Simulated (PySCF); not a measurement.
# ZnSi: from the state search to spectroscopic constants

An exercise on one series of results from a longer session: the logs are not shown, and one member is left open.

Program: PySCF 2.14.0. Level of theory: Zn def2-SVPD, Si def2-SVPD, no relativity. These are calculated values, not measurements.

The first run:

Settings of the job:

| Property | Result |
| --- | --- |
| atoms | Zn, Si |
| charge | 0 |
| basis | Zn def2-SVPD, Si def2-SVPD |
| Hamiltonian | no relativity |
| basis functions | 58 |
| electrons treated | 44 |
| masses in u | 63.9291, 27.9769 |
| levels | PBE0, PBE, r²SCAN, BP86, PBEsol, BLYP, LC-ωPBE, HF, MP2, SCS-MP2 |
| grid | 80 radial by 434 angular points |
| occupations | held fixed by the projection of orbital angular momentum |
| dissociation limit | Zn + Si, each in its ground configuration |
| starting distance in angstrom | 2.305 |
| values of 2S to try | 0, 2 |

Run with:

```bash
$ OMP_NUM_THREADS=1 python dia.py task.json out
```

Steps of the session up to this table: The job; The PBE0 curve of the state that the search chose; Higher solutions at PBE0; PBE; r²SCAN; BP86; PBEsol (GGA); BLYP; LC-ωPBE (range-separated hybrid); ROHF.

One table of the session follows, with a row left open; its other results are not shown here.

Energy (eV) from each level's lowest point:

```
R (Å)   ROHF  ROHF-MP2  ROHF-SCS-MP2    PBE  PBEsol
2.046  0.930     0.532         0.597  0.451   0.384
2.141  0.547     0.232         0.279  0.183   0.141
2.236      ?         ?             ?      ?       ?
2.308  0.181     0.015         0.030  0.004   0.000
2.379  0.101     0.000         0.001  0.000   0.010
2.450  0.050     0.013         0.000  0.023   0.046
2.546  0.014     0.059         0.028  0.083   0.122
2.664  0.000     0.142         0.090  0.187   0.244
2.807  0.009     0.252         0.178  0.329   0.406
2.998  0.039     0.393         0.293  0.521   0.620
```

Estimate the missing values for R (Å) = 2.236.

Worked estimate for «ROHF». A straight line through the neighbours (2.141, 0.547) and (2.308, 0.181) gives 0.547 + (0.181 − 0.547) × (2.236 − 2.141) / (2.308 − 2.141) = 0.339; a parabola fitted to 4 rows on both sides gives 0.295.

**Answer.** ROHF: 0.301; ROHF-MP2: 0.071; ROHF-SCS-MP2: 0.100; PBE: 0.046; PBEsol: 0.027. In «ROHF» the line misses by +0.038 and the parabola by -0.006.

Limits of these values: Lowest PBE0 solution found, without spin–orbit coupling: ³Σ⁻ (triplet), unpaired electrons π ↑↑. Warnings in the runs' records: inverted.
